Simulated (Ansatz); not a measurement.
# AgP: the cost of one run

Program: Ansatz 0.2.0. Level of theory: DFT PBE, scalar-relativistic, plane waves, PAW. These are calculated values, not measurements.

## Step 1: Starting point

The structure is cubic, space group Pm-3m (No. 221). Conventional cell: a = 3.355 Å, b = 3.355 Å, c = 3.355 Å, α = 90.00°, β = 90.00°, γ = 90.00°. Ag (site symmetry m-3m) is surrounded by 8 P at 2.91 Å. Around P (site symmetry m-3m) lie 8 Ag at 2.91 Å.

Structure file:

```
CELL_PARAMETERS angstrom
3.35510 0.00000 0.00000
0.00000 3.35510 0.00000
0.00000 0.00000 3.35510
ATOMIC_POSITIONS crystal
Ag 0.00000 0.00000 0.00000
P 0.50000 0.50000 0.50000
```

This is candidate A: caesium chloride type (Pm-3m, No. 221).

(A quick probe on a coarse mesh, which set the mesh and smearing, is not shown.)

## Step 3: A loose first relaxation (candidate A)

The input, input.yaml:

```yaml
crystal:
  lattice:
    - [3.3551015172, 0.0, 0.0]
    - [0.0, 3.3551015172, 0.0]
    - [0.0, 0.0, 3.3551015172]
  atoms:
    - { symbol: Ag, position: [0.0, 0.0, 0.0] }
    - { symbol: P, position: [0.5, 0.5, 0.5] }
basis:
  ecutwfc: 420
kpoints:
  mp_grid: { grid: [6, 6, 6] }
hamiltonian:
  xc: pbe
scf:
  occupations: { method: gaussian, width: 0.1 }
  lower_state_search: "off"
output:
  forces: true
  stress: true
  eigenvalues: true
relax:
  adjacent_minimum: "off"
  f_tol: 0.04
  max_steps: 70
  cell: { stress_tol: 0.4 }
```

On the command line:

```console
$ ansatz run input.yaml --threads 1 --pin off --max-ram 2560MiB --backend cpu --events-out ev --progress --plain --runs-dir out
```

Q: Estimate wall time and peak memory on 1 thread of Arm Neoverse V1, shared host.

About 5 s, with a peak of 0.28 GiB.
